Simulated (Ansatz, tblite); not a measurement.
# Sn31H36 off sphere (Sn₃₁H₃₆): a ladder of methods and basis sets

Aim: run the singlet of Sn31H36 off sphere (Sn₃₁H₃₆) at one geometry on many levels, and compare frontier levels, spin and run time.

Computed with Ansatz 0.2.0, Gaussian basis. Level: as each input shows.

Plan: GFN1-xTB, GFN2-xTB, PBE-D4/def2-SVP, r2SCAN-D4/def2-SVP, LDA/def2-SVP, r2SCAN-D4/def2-mTZVP.

2 further runs of the same task are left out: 1 for a known fault of the program, 1 set aside as unsound or not needed. Runs told in other sessions of the task aren't counted.

## Step 1: The geometry

The singlet was relaxed beforehand with r2SCAN-D4/def2-SVP.

67 atoms, charge 0, spin multiplicity 1.

Bond lengths: Sn1–Sn16 2.805 Å, Sn1–Sn18 2.803 Å, Sn1–H32 1.724 Å, Sn1–H33 1.719 Å, Sn2–Sn17 2.804 Å, Sn2–Sn19 2.802 Å, Sn2–H34 1.723 Å, Sn2–H35 1.719 Å, Sn3–Sn16 2.810 Å, Sn3–Sn21 2.803 Å, Sn3–Sn22 2.809 Å, Sn3–H36 1.730 Å, Sn4–Sn20 2.809 Å, Sn4–Sn21 2.803 Å, Sn4–Sn23 2.807 Å, Sn4–H37 1.729 Å, Sn5–Sn17 2.811 Å, Sn5–Sn24 2.800 Å and more. Angles: Sn16–Sn1–Sn18 109.1°, Sn16–Sn1–H32 108.4°, Sn16–Sn1–H33 111.7°, Sn18–Sn1–H32 108.9°, Sn18–Sn1–H33 111.4°, H32–Sn1–H33 107.3°, Sn17–Sn2–Sn19 108.3°, Sn17–Sn2–H34 108.9°, Sn17–Sn2–H35 111.6°, Sn19–Sn2–H34 108.6°, Sn19–Sn2–H35 112.0°, H34–Sn2–H35 107.4°, Sn16–Sn3–Sn21 110.9°, Sn16–Sn3–Sn22 108.1°, Sn16–Sn3–H36 108.6°, Sn21–Sn3–Sn22 110.5°, Sn21–Sn3–H36 109.7°, Sn22–Sn3–H36 109.0° and more.

Sn takes a core potential in the def2 sets. No spin-orbit coupling is included.

PBE0-D4/def2-SVP was run before; its log isn't repeated, and its numbers join the tables.

## Step 2: GFN1-xTB

Tight binding, by tblite at 300 K electronic temperature and without a spin-polarisation term:

```python
tblite.interface.Calculator('GFN1-xTB', numbers, positions, charge=0, uhf=0).singlepoint()
```

Energy -2665.0461 eV, HOMO -10.33 eV, LUMO -9.18 eV; 0.93 s.

## Step 3: GFN2-xTB

Tight binding, by tblite at 300 K electronic temperature and without a spin-polarisation term:

```python
tblite.interface.Calculator('GFN2-xTB', numbers, positions, charge=0, uhf=0).singlepoint()
```

Energy -2297.2611 eV, HOMO -10.82 eV, LUMO -10.09 eV; 3.2 s.

## Step 4: PBE-D4/def2-SVP

start.molden holds the orbitals of an earlier run on this state, given as this run's starting guess.

File in.yaml:

```yaml
crystal:
  periodic: [false, false, false]
  atoms:
    - {symbol: Sn, position_ang: [-4.988567, -1.582946, 2.046005]}
    - {symbol: Sn, position_ang: [-5.030470, 1.883593, -1.532645]}
    - {symbol: Sn, position_ang: [-1.730295, -4.715662, 1.876890]}
    - {symbol: Sn, position_ang: [1.471593, -4.719875, -1.370155]}
    - {symbol: Sn, position_ang: [-1.701378, 1.778079, -4.636769]}
    - {symbol: Sn, position_ang: [1.486865, -1.434954, -4.611786]}
    - {symbol: Sn, position_ang: [-1.767781, -1.435374, -1.346837]}
    - {symbol: Sn, position_ang: [-1.812290, 1.819046, 1.861098]}
    - {symbol: Sn, position_ang: [1.498681, -1.460926, 1.885900]}
    - {symbol: Sn, position_ang: [1.503336, 1.826224, -1.342620]}
    - {symbol: Sn, position_ang: [-1.688065, -1.379564, 5.134893]}
    - {symbol: Sn, position_ang: [-1.872361, 5.038393, -1.464875]}
    - {symbol: Sn, position_ang: [1.644047, 4.991592, 2.109108]}
    - {symbol: Sn, position_ang: [4.762800, -1.447960, -1.370791]}
    - {symbol: Sn, position_ang: [4.817193, 1.735615, 1.871231]}
    - {symbol: Sn, position_ang: [-3.369795, -3.066580, 0.300011]}
    - {symbol: Sn, position_ang: [-3.356018, 0.189885, -3.011671]}
    - {symbol: Sn, position_ang: [-3.378149, 0.172112, 3.522696]}
    - {symbol: Sn, position_ang: [-3.434799, 3.405192, 0.195654]}
    - {symbol: Sn, position_ang: [-0.124021, -3.051314, -2.969764]}
    - {symbol: Sn, position_ang: [-0.114666, -6.347909, 0.270608]}
    - {symbol: Sn, position_ang: [-0.146063, -3.067453, 3.508858]}
    - {symbol: Sn, position_ang: [3.098160, -3.066835, 0.211958]}
    - {symbol: Sn, position_ang: [-0.097856, 0.169090, -6.274130]}
    - {symbol: Sn, position_ang: [-0.143072, 3.426372, -2.975423]}
    - {symbol: Sn, position_ang: [3.106142, 0.166413, -2.964517]}
    - {symbol: Sn, position_ang: [-0.130797, 0.194621, 0.278640]}
    - {symbol: Sn, position_ang: [-0.325036, 3.560975, 3.490245]}
    - {symbol: Sn, position_ang: [3.266622, 0.038993, 3.473852]}
    - {symbol: Sn, position_ang: [3.128431, 3.385879, 0.351571]}
    - {symbol: Sn, position_ang: [6.428255, 0.152000, 0.217750]}
    - {symbol: H, position_ang: [-5.764161, -2.675925, 3.130163]}
    - {symbol: H, position_ang: [-6.225453, -0.737715, 1.202192]}
    - {symbol: H, position_ang: [-5.842119, 2.950594, -2.615504]}
    - {symbol: H, position_ang: [-6.235550, 0.998227, -0.684225]}
    - {symbol: H, position_ang: [-2.738326, -5.699544, 2.881380]}
    - {symbol: H, position_ang: [2.470880, -5.693714, -2.391870]}
    - {symbol: H, position_ang: [-2.709039, 2.792315, -5.611407]}
    - {symbol: H, position_ang: [2.511124, -2.456881, -5.560079]}
    - {symbol: H, position_ang: [-2.619026, -2.305169, 6.251387]}
    - {symbol: H, position_ang: [-0.640441, -0.368336, 6.055282]}
    - {symbol: H, position_ang: [-2.909329, 5.893149, -2.544150]}
    - {symbol: H, position_ang: [-0.996406, 6.210494, -0.560780]}
    - {symbol: H, position_ang: [0.898023, 6.277151, 1.245046]}
    - {symbol: H, position_ang: [2.728688, 5.704447, 3.244208]}
    - {symbol: H, position_ang: [5.712039, -2.459174, -2.404263]}
    - {symbol: H, position_ang: [5.806774, 2.734092, 2.878142]}
    - {symbol: H, position_ang: [-4.361282, -4.058589, -0.712109]}
    - {symbol: H, position_ang: [-4.308620, -0.842738, -4.020685]}
    - {symbol: H, position_ang: [-4.371926, 1.172755, 4.523046]}
    - {symbol: H, position_ang: [-4.433977, 4.397457, 1.198883]}
    - {symbol: H, position_ang: [-1.148740, -4.023767, -3.969413]}
    - {symbol: H, position_ang: [-1.099852, -7.385137, -0.689507]}
    - {symbol: H, position_ang: [0.882782, -7.352703, 1.252157]}
    - {symbol: H, position_ang: [0.869335, -4.057060, 4.499445]}
    - {symbol: H, position_ang: [4.083474, -4.055904, 1.235193]}
    - {symbol: H, position_ang: [-1.083035, -0.807975, -7.294824]}
    - {symbol: H, position_ang: [0.892346, 1.143750, -7.292158]}
    - {symbol: H, position_ang: [0.868791, 4.422514, -3.963056]}
    - {symbol: H, position_ang: [4.087329, 1.185910, -3.960999]}
    - {symbol: H, position_ang: [0.412293, 2.660334, 4.757682]}
    - {symbol: H, position_ang: [-1.414943, 4.670746, 4.233345]}
    - {symbol: H, position_ang: [2.412218, 0.933617, 4.670583]}
    - {symbol: H, position_ang: [4.295407, -1.065068, 4.306377]}
    - {symbol: H, position_ang: [4.111898, 4.416848, -0.629737]}
    - {symbol: H, position_ang: [7.476025, -0.830315, 1.168939]}
    - {symbol: H, position_ang: [7.419851, 1.142790, -0.782775]}
basis:
  gaussian: {orbitals: def2-SVP, fitting: {mean_field: def2-universal-jkfit}, initial_orbitals: start.molden}
hamiltonian: {xc: pbe, dispersion: d4}
scf: {omitted_lower_state_checks: [starts]}
output: {orbitals: {seedname: orbitals}}
```

The run is started by

```sh
> ansatz run in.yaml --threads 11 --pin off --events-out ev --progress --plain --max-ram 174080MiB --backend cuda --devices 0, --max-vram 75GiB
```

Further steps of the session: r2SCAN-D4/def2-SVP; LDA/def2-SVP; r2SCAN-D4/def2-mTZVP.

Q: Predict the results of all the runs planned. Wanted: gap in def2-SVP, named functionals, smallest and largest; binding an atom, functionals in def2-SVP.

The runs gave:

| quantity | value |
| --- | --- |
| gap in def2-SVP, named functionals, smallest and largest | 2.57 eV (LDA), 4.18 eV (PBE0-D4) |
| binding an atom, functionals in def2-SVP | 2.51 (r2SCAN-D4) to 2.93 eV (LDA) |

**Reading.** Orbital gaps of the named functionals in def2-SVP span 2.57 eV (LDA) to 4.18 eV (PBE0-D4); exact exchange widens it.
